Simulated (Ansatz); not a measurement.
# AlBrClH3: the cost of one run

All numbers below are computed with Ansatz 0.2.0 (RKS PBE0/def2-SVP).

## (1) The system as given

Bond lengths: Al1–Cl2 2.580 Å, Al1–H3 1.560 Å, Al1–H4 1.560 Å, Al1–Br5 2.710 Å, Cl2–H6 1.524 Å, Br5–H6 1.701 Å. Angles: Al1–Cl2–H6 73.3°, Cl2–Al1–H3 120.0°, Cl2–Al1–H4 120.0°, Cl2–Al1–Br5 71.6°, H3–Al1–H4 120.0°, H3–Al1–Br5 97.0°, H4–Al1–Br5 101.2°, Al1–Br5–H6 67.6°, Cl2–H6–Br5 147.5°.

Structure file:

```xyz
6

Al    0.0000    0.0000    0.0000
Cl    0.0000    0.0000    2.5800
H     1.3510    0.0000   -0.7800
H    -1.3510    0.0000   -0.7800
Br    0.1133   -2.5693    0.8545
H     0.0643   -1.4586    2.1423
```

## (2) Pulling towards end A

Springs on the bonds that form and break draw the guess towards this end; the thresholds are loose.

Contents of input.yaml:

```yaml
crystal:
  periodic: [false, false, false]
  atoms:
    - { symbol: Al, position_ang: [0.0, 0.0, 0.0] }
    - { symbol: Cl, position_ang: [0.0, 0.0, 2.58] }
    - { symbol: H, position_ang: [1.351, 0.0, -0.78] }
    - { symbol: H, position_ang: [-1.351, 0.0, -0.78] }
    - { symbol: Br, position_ang: [0.1133, -2.5693, 0.8545] }
    - { symbol: H, position_ang: [0.0643, -1.4586, 2.1423] }
basis:
  gaussian: { orbitals: def2-SVP }
hamiltonian:
  xc: pbe0
relax:
  f_tol: 0.15
  max_steps: 25
  restrain:
    - { distance: [0, 4], at: 3.61, k: 30.0 }
    - { distance: [5, 1], at: 2.57, k: 30.0 }
    - { distance: [0, 1], at: 2.23, k: 30.0 }
    - { distance: [5, 4], at: 1.55, k: 30.0 }
output:
  orbitals: {}
```

Launch:

```sh
$ ansatz run input.yaml --threads 1 --pin off --max-ram 2048MiB --backend cpu --events-out ev --progress --plain --runs-dir out
```

What time and memory should one allow on 1 thread of Arm Neoverse V2, shared host?

About 23 s, with a peak of 0.17 GiB.
